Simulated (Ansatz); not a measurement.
# Ga2HCl3: the cost of one run

Computed with Ansatz 0.2.0 (DFT, PBE, plane-wave PAW, default files, scalar-relativistic, as far as a step names no other, unless a step's input says otherwise).

A COD entry behind a cell of this session may itself be a prediction, so a difference from it is no test against experiment.

### 1 The starting structure

Symmetry: P2_1/c, No. 14, monoclinic system. The conventional cell has a = 5.730 Å, b = 6.787 Å, c = 14.848 Å, α = 90.00°, β = 104.57°, γ = 90.00°. Ga (site symmetry 1) is surrounded by 1 H at 1.55 Å and 3 Cl at 2.22 to 2.25 Å. Ga (site symmetry 1) is surrounded by 1 H at 2.55 Å. Around H (site symmetry 1) lie 1 Ga at 1.55 Å. Around Cl (site symmetry 1) lie 1 Ga at 2.22 Å. Around Cl (site symmetry 1) lie 1 Ga at 2.25 Å.

As a file:

```xyz
24
Lattice="5.7300 0.0000 0.0000 0.0000 6.7870 0.0000 -3.7355 0.0000 14.3702" Properties=species:S:1:pos:R:3 pbc="T T T"
Ga    1.8685    5.2040   13.2292
Ga   -1.7417    1.8105    8.3262
Ga    0.1260    1.5830    1.1410
Ga    3.7363    4.9765    6.0441
Ga    1.3026    4.6482    9.2895
Ga   -1.1758    1.2547   12.2659
Ga    0.6920    2.1388    5.0808
Ga    3.1703    5.5323    2.1044
H     1.1323    5.4013   14.5765
H    -1.0055    2.0078    6.9789
H     0.8622    1.3857   -0.2062
H     3.0000    4.7792    7.3914
Cl    1.4893    3.3185   12.1208
Cl   -1.3625    6.7120    9.4346
Cl    0.5052    3.4685    2.2494
Cl    3.3570    0.0750    4.9357
Cl   -1.6233    5.2908   13.4437
Cl    1.7501    1.8973    8.1117
Cl    3.6178    1.4962    0.9266
Cl    0.2445    4.8897    6.2585
Cl    1.4402   -0.0072   11.6801
Cl   -1.3134    3.3863    9.8753
Cl    0.5543    6.7942    2.6902
Cl    3.3079    3.4007    4.4949
```

The earlier run gave: gap on the mesh 3.58 eV, largest force 0.020 eV/Å, pressure 1.3 GPa.

Like atoms gathered into sites:

| site | atoms | first shell | V_zz (10²¹ V/m²) | η | C_Q (MHz) |
| --- | --- | --- | --- | --- | --- |
| Ga1 | 1, 2, 3, 4 | 1 H at 1.55 Å, 3 Cl at 2.22–2.25 Å; also 1 H at 3.27 Å | -13.07 | 0.12 | -33.8 (⁷¹Ga) |
| Ga5 | 5, 6, 7, 8 | 1 H at 2.55 Å, 8 Cl at 2.96–3.70 Å; also 1 Cl at 4.23 Å | 1.04 | 0.14 | 2.68 (⁷¹Ga) |
| H | 9, 10, 11, 12 | 1 Ga at 1.55 Å; also 2 Ga at 2.55–3.27 Å | 1.16 | 0.02 | 0.080 (²H) |
| Cl13 | 13, 14, 15, 16 | 1 Ga at 2.22 Å; also 1 Ga at 3.13 Å | 15.43 | 0.20 | -30.3 (³⁵Cl) |
| Cl17 | 17, 18, 19, 20 | 1 Ga at 2.25 Å; also 2 Ga at 3.03–3.22 Å | 13.99 | 0.27 | -27.4 (³⁵Cl) |
| Cl21 | 21, 22, 23, 24 | 1 Ga at 2.25 Å; also 2 Ga at 2.96–3.21 Å | 13.17 | 0.22 | -25.8 (³⁵Cl) |

V_zz is the principal component of the electric field gradient with the largest magnitude, η = (V_xx − V_yy)/V_zz and C_Q = eQV_zz/h. Quadrupole moments are those of Pyykkö's year-2017 table.

### 2 Settings changed: magnetization removed

input.yaml

```yaml
crystal:
  lattice:
    - [5.73, 0.0, 0.0]
    - [0.0, 6.787, 0.0]
    - [-3.7354546645, 0.0, 14.3702419223]
  atoms:
    - { symbol: Ga, position: [0.926244171, 0.7667571691, 0.9205967918] }
    - { symbol: Ga, position: [0.073755829, 0.2667571691, 0.5794032082] }
    - { symbol: Ga, position: [0.073755829, 0.2332428309, 0.0794032082] }
    - { symbol: Ga, position: [0.926244171, 0.7332428309, 0.4205967918] }
    - { symbol: Ga, position: [0.648749446, 0.6848620858, 0.64643949] }
    - { symbol: Ga, position: [0.351250554, 0.1848620858, 0.85356051] }
    - { symbol: Ga, position: [0.351250554, 0.3151379142, 0.35356051] }
    - { symbol: Ga, position: [0.648749446, 0.8151379142, 0.14643949] }
    - { symbol: H, position: [0.858880099, 0.7958361455, 1.0143522576] }
    - { symbol: H, position: [0.141119901, 0.2958361455, 0.4856477424] }
    - { symbol: H, position: [0.141119901, 0.2041638545, -0.0143522576] }
    - { symbol: H, position: [0.858880099, 0.7041638545, 0.5143522576] }
    - { symbol: Cl, position: [0.8097797338, 0.4889468647, 0.8434660048] }
    - { symbol: Cl, position: [0.1902202662, 0.9889468647, 0.6565339952] }
    - { symbol: Cl, position: [0.1902202662, 0.5110531353, 0.1565339952] }
    - { symbol: Cl, position: [0.8097797338, 0.0110531353, 0.3434660048] }
    - { symbol: Cl, position: [0.3265854143, 0.7795458495, 0.9355206344] }
    - { symbol: Cl, position: [0.6734145857, 0.2795458495, 0.5644793656] }
    - { symbol: Cl, position: [0.6734145857, 0.2204541505, 0.0644793656] }
    - { symbol: Cl, position: [0.3265854143, 0.7204541505, 0.4355206344] }
    - { symbol: Cl, position: [0.7812140586, -0.0010618945, 0.8127947129] }
    - { symbol: Cl, position: [0.2187859414, 0.4989381055, 0.6872052871] }
    - { symbol: Cl, position: [0.2187859414, 1.0010618945, 0.1872052871] }
    - { symbol: Cl, position: [0.7812140586, 0.5010618945, 0.3127947129] }
kpoints:
  mp_grid: { grid: [5, 4, 2] }
scf:
  occupations: { method: fermi_dirac, width: 0.02 }
hamiltonian:
  xc: pbe
  pseudopotentials: { kind: paw }
output:
  forces: true
  stress: true
  populations: true
  efg:
    quadrupole_moments_barn: { Ga: 0.107, H: 0.00285783, Cl: -0.08112 }
    contact_densities: true
```

On the command line:

```bash
ansatz run input.yaml --threads 4 --pin off --max-ram 8192MiB --backend cpu --events-out ev --progress --plain --runs-dir out
```

**Question.** How long does this run take on 4 threads of Arm Neoverse V1, shared host, and how much memory does it need?

About 33 s, with a peak of 2.1 GiB.
